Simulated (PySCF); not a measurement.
# H4N2Tl (Tl(NH2)2+): the cost of one run

Method: PBE0, Tl def2-SVP with ECP60, N def2-SVP, H def2-SVP; scalar-relativistic core potentials, no spin–orbit coupling; program: PySCF 2.14.0.

4 further runs of the same task are left out: 2 for a known fault of the program, 2 that didn't finish.

**1. The starting structure**

7 atoms, charge 1, spin multiplicity 1.

Bond lengths: Tl1–N2 2.019 Å, Tl1–N5 2.019 Å, N2–H3 1.024 Å, N2–H4 1.023 Å, N5–H6 1.023 Å, N5–H7 1.024 Å. Angles: N2–Tl1–N5 168.4°, Tl1–N2–H3 111.5°, Tl1–N2–H4 111.8°, H3–N2–H4 108.9°, Tl1–N5–H6 111.6°, Tl1–N5–H7 111.5°, H6–N5–H7 108.9°.

Coordinates:

```xyz
7

Tl    0.03883   -0.05272   -0.00041
N    -0.10710    0.10530    2.00684
H     0.78630    0.37515    2.42850
H    -0.42576   -0.76792    2.43456
N     0.18282    0.19546   -1.99889
H     0.50434   -0.65755   -2.46288
H    -0.71235    0.47919   -2.40772
```

Formal oxidation states: Tl +3. An earlier session relaxed this geometry at PBE0, Tl def2-SVP with ECP60, N def2-SVP, H def2-SVP (singlet, point group C2).

Its energy there is -283.907735 Eh.

**2. Atoms moved at random, σ = 0.03 Å**

Contents of run.py (the lines that set the calculation):

```python
mol = gto.M(atom='''
Tl     0.04795    -0.07359     0.03089
N     -0.14249     0.12942     1.97069
H      0.83041     0.40102     2.43312
H     -0.43810    -0.77526     2.42565
N      0.16204     0.18044    -1.93031
H      0.55565    -0.68084    -2.48602
H     -0.74838     0.49571    -2.44402''',
    basis={'Tl': 'def2-SVP', 'N': 'def2-SVP', 'H': 'def2-SVP'},
    ecp={'Tl': 'def2-SVP'},
    charge=1, spin=0)
mf = dft.RKS(mol, xc='PBE0')
mf.grids.atom_grid = (50, 194)
mf = mf.density_fit()  # fitting sets: Tl def2-universal-JKFIT, N def2-universal-JKFIT, H def2-universal-JKFIT
mf.conv_tol = 1e-08; mf.max_cycle = 55
mf.kernel(dm0)  # dm0: the density of the relaxed state
```

On the command line:

```sh
OMP_NUM_THREADS=2 python run.py
```

**Question.** How long does this run take on 2 threads of Arm Neoverse V1, shared host?

About 1.9 s.
